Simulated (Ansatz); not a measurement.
# Si2GeH8: a ladder of functionals and wavefunction methods

The task here is to estimate one member of a computed series from the others.

Method: functionals in def2-TZVPP, the program's frozen cores in correlated methods; program: Ansatz 0.2.0, Gaussian basis.

The runs, in order: LDA (SPW92), PBE-D4, revPBE-D4, BLYP-D4, r2SCAN-D4, B97M-V, PBE0-D4, B3LYP-D4, r2SCANh-D4, r2SCAN0-D4, HSE06-D4, BHLYP-D4, CAM-B3LYP-D4, LC-ωPBE, ωB97X-V, ωB97M-V, B2PLYP, PBE-QIDH; CCSD(T)/def2-SVP; CCSD(T)/def2-TZVPP; MP2/def2-QZVPP; extrapolation to the limit; RPA on PBE.

### Structure used throughout

The geometry comes from an earlier relaxation with PBE0-D4 in a triple-zeta def2 set; it is a stationary point, not always the lowest conformer.

SMILES `[SiH3][SiH2][GeH3]`, 11 atoms, charge 0, spin multiplicity 1.

Atoms are counted from 1 here; the program's logs count them from 0.

Bond lengths: Si1–Si2 2.337 Å, Si1–H4 1.488 Å, Si1–H5 1.488 Å, Si1–H6 1.488 Å, Si2–Ge3 2.380 Å, Si2–H7 1.490 Å, Si2–H8 1.490 Å, Ge3–H9 1.538 Å, Ge3–H10 1.538 Å, Ge3–H11 1.538 Å. Angles: Si2–Si1–H4 111.3°, Si2–Si1–H5 109.7°, Si2–Si1–H6 109.7°, H4–Si1–H5 108.8°, H4–Si1–H6 108.8°, H5–Si1–H6 108.6°, Si1–Si2–Ge3 110.4°, Si1–Si2–H7 109.9°, Si1–Si2–H8 109.9°, Ge3–Si2–H7 109.3°, Ge3–Si2–H8 109.3°, H7–Si2–H8 108.2°, Si2–Ge3–H9 110.2°, Si2–Ge3–H10 110.2°, Si2–Ge3–H11 111.3°, H9–Ge3–H10 108.2°, H9–Ge3–H11 108.5°, H10–Ge3–H11 108.5°.

Coordinates:

```mol
GeH8Si2
  3D, bonds by distance, orders not assigned

 11 10  0  0  0  0  0  0  0  0999 V2000
   -1.3023    1.3350   -0.6330 Si  0  0
   -0.4337   -0.8162   -0.3523 Si  0  0
    1.6008   -0.7337    0.8799 Ge  0  0
   -2.5760    1.3084   -1.4010 H   0  0
   -0.3205    2.1807   -1.3640 H   0  0
   -1.5587    1.9496    0.6974 H   0  0
   -0.1783   -1.4364   -1.6823 H   0  0
   -1.4155   -1.6673    0.3760 H   0  0
    1.3576   -0.1080    2.2637 H   0  0
    2.6360    0.1279    0.1372 H   0  0
    2.1906   -2.1402    1.0784 H   0  0
  1  2  8  0
  2  3  8  0
  1  4  8  0
  1  5  8  0
  1  6  8  0
  2  7  8  0
  2  8  8  0
  3  9  8  0
  3 10  8  0
  3 11  8  0
M  END
```

Set-up of the first run:

Contents of in.yaml:

```yaml
crystal:
  periodic: [false, false, false]
  atoms:
    - {symbol: Si, position_ang: [-1.302271, 1.335033, -0.632979]}
    - {symbol: Si, position_ang: [-0.433702, -0.816236, -0.352328]}
    - {symbol: Ge, position_ang: [1.600812, -0.733706, 0.879886]}
    - {symbol: H, position_ang: [-2.576046, 1.308381, -1.401049]}
    - {symbol: H, position_ang: [-0.320517, 2.180705, -1.363978]}
    - {symbol: H, position_ang: [-1.558674, 1.949622, 0.697398]}
    - {symbol: H, position_ang: [-0.178325, -1.436387, -1.682299]}
    - {symbol: H, position_ang: [-1.415521, -1.667256, 0.375977]}
    - {symbol: H, position_ang: [1.357609, -0.107951, 2.263745]}
    - {symbol: H, position_ang: [2.636037, 0.127945, 0.137159]}
    - {symbol: H, position_ang: [2.190618, -2.140171, 1.078448]}
basis:
  gaussian: {orbitals: def2-TZVPP}
hamiltonian: {xc: lda}
output: {orbitals: {seedname: orbitals}}
```

Launch:

```console
$ ansatz run in.yaml --threads 4 --pin off --events-out ev --progress --plain --max-ram 10444MiB
```

Steps of the session up to this table: LDA; PBE-D4 (GGA); revPBE-D4 (GGA); BLYP-D4 (GGA); r2SCAN-D4 (meta-GGA); B97M-V (meta-GGA); PBE0-D4 (hybrid); B3LYP-D4 (hybrid); r2SCANh-D4 (hybrid); r2SCAN0-D4 (hybrid); HSE06-D4 (hybrid); BHLYP-D4 (hybrid); CAM-B3LYP-D4 (range-separated); LC-ωPBE (range-separated); ωB97X-V (range-separated); ωB97M-V (range-separated); B2PLYP (double hybrid); PBE-QIDH (double hybrid).

One of the session's tables, all rows but one given; the rest of the session is left out.

```
  functional  HOMO (eV)  gap (eV)
 LDA (SPW92)      -7.02      5.84
      PBE-D4      -6.93      5.92
   revPBE-D4      -6.89      5.96
     BLYP-D4      -6.78      5.91
   r2SCAN-D4      -7.19      6.42
      B97M-V          ?         ?
     PBE0-D4      -7.98      7.78
    B3LYP-D4      -7.78      7.40
  r2SCANh-D4      -7.57      7.08
  r2SCAN0-D4      -8.14      8.08
    HSE06-D4      -7.59      7.03
    BHLYP-D4      -8.91      9.62
CAM-B3LYP-D4      -9.20     10.04
     LC-ωPBE     -10.49     12.39
     ωB97X-V     -10.18     11.97
     ωB97M-V      -9.95     11.46
```

**Question.** Estimate the row for B97M-V.

**Answer.** HOMO (eV): -7.32; gap (eV): 6.34. In the column «HOMO (eV)» it lies between r2SCANh-D4 (-7.57) and r2SCAN-D4 (-7.19).
